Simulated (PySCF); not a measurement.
**The bond of TmP, level by level**

What are the lowest state that PBE0 finds, the bond length, vibrational wavenumber and bond energy of TmP, and how much do these hang on the method?

Method: Tm x2c-SVPall, P x2c-SVPall, spin-free X2C with a Gaussian nucleus; program: PySCF 2.14.0.

### 1 The job

A driver script around PySCF takes these settings:

```yaml
atoms: Tm, P
charge: 0
basis: Tm x2c-SVPall, P x2c-SVPall
Hamiltonian: spin-free X2C with a Gaussian nucleus
basis_functions: 103
electrons_treated: 84
masses_in_u: 168.9342, 30.9738
levels: PBE0, PBE, r²SCAN, M06, r²SCANh, CAM-B3LYP, HF, MP2, SCS-MP2
grid: 80 radial by 434 angular points
occupations: held fixed by the projection of orbital angular momentum
dissociation_limit: Tm + P, each in its ground configuration
starting_distance_in_angstrom: 2.337
values_of_2S_to_try: 0, 2, 4
```

The run is started by

```
$ OMP_NUM_THREADS=2 python dia.py task.json out
```

Further steps of the session: The PBE0 curve of the state that the search chose; Other states along the same grid; PBE (GGA); r²SCAN; M06; r²SCANh (hybrid meta-GGA); CAM-B3LYP (range-separated hybrid); UHF (mean field).

Q: Predict the outcome of this session. Wanted: for each run, Re; ωe; De; μ.

As calculated:

Lowest PBE0 solution found, without spin–orbit coupling: ⁵Δ (quintet), unpaired electrons σ ↑, π ↑↑, δ ↑, about 12.6 electrons in the 4f shell (Mulliken). State 2 has its PBE0 minimum 0.00 eV higher. State 3 has its PBE0 minimum 0.01 eV higher, as a spin-mixed determinant (⟨S²⟩ = 1.17), so this is no gap between pure states. The other levels ran on the lowest alone.

```
      level  Re (Å)  ωe (cm⁻¹)  De (eV)  μ (D)
        UHF   2.936      206.9    0.309  -5.25
    UHF-MP2   2.794      215.5    0.331    n/a
UHF-SCS-MP2   2.833      206.4    0.269    n/a
        PBE   2.676      226.0     1.45  -3.82
     r²SCAN   2.640      238.0     1.56  -4.59
       PBE0   2.812      203.7     1.08  -3.94
        M06   2.832      194.4     0.88  -2.60
  CAM-B3LYP   2.814      209.9     0.92  -3.99
```

De is counted to Tm + P in their ground configurations. A positive dipole means Tm(−)P(+). No constants: r²SCANh (the points don't follow one smooth fit).

In words: Bond lengths run from 2.640 Å (r²SCAN) to 2.936 Å (UHF). Of the levels with a De here, UHF-SCS-MP2 gives the least (0.269 eV) and r²SCAN the most (1.56 eV).

Correlated steps freeze 23 core orbitals. These are scalar-relativistic numbers at best; spin–orbit coupling would shift them, the dissociation energy most. With d or f electrons several states lie close, and the lowest PBE0 determinant need not be the measured ground state. With spin–orbit coupling the term label itself may not hold.
